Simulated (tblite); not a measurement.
# C4H10ClFSi: the cost of one run

Computed with tblite 0.8.0 and PySCF 2.14.0, with density-fitted response routines of our own, on a single molecule in the gas phase. Atoms are numbered from 0 throughout.

## Step 1: The molecule as given

17 atoms, charge 0, multiplicity 1; geometry from: force field or distance geometry start.

Bonds of the start (Å): C0–C1 1.51, C1–F2 1.36, C1–Cl3 1.77, C1–C4 1.50, C4–C5 1.50, C5–Si6 1.88, C0–H7 1.11, C0–H8 1.11, C0–H9 1.11, C4–H10 1.11, C4–H11 1.11, C5–H12 1.13, C5–H13 1.11, Si6–H14 1.48, Si6–H15 1.46, Si6–H16 1.49.

## Step 2: Relaxing the molecule with GFN2-xTB

The job: settings as JSON, then the geometry in Å.

```
{"job": {"kind": "relax", "xc": "GFN2-xTB", "basis": "xTB"}, "charge": 0, "multiplicity": 1}
C     -2.094100     0.106300     1.057100
C     -1.505600    -0.382100    -0.246600
F     -2.264700     0.071900    -1.286100
Cl    -1.408000    -2.153600    -0.299900
C     -0.108600     0.132100    -0.461800
C      0.857800    -0.266500     0.609500
Si     2.569400     0.416300     0.255700
H     -1.969400    -0.676800     1.840800
H     -1.598700     1.033400     1.421300
H     -3.173700     0.291800     0.906200
H     -0.085600     1.236700    -0.545300
H      0.261000    -0.280000    -1.425500
H      0.977200    -1.386100     0.594600
H      0.545200     0.034100     1.633800
H      2.429900     1.882800     0.118900
H      3.152200    -0.119000    -0.966900
H      3.408600     0.070700     1.433800
```

Run with:

```
OMP_NUM_THREADS=1 python probes_run.py task.json out
```

One launch serves the whole session: the jobs run in the order shown.

**Question.** How long does this first job take on 1 thread of Arm Neoverse N1, shared host, and how much memory does it need?

About 1.1 s, with a peak of 0.18 GiB.
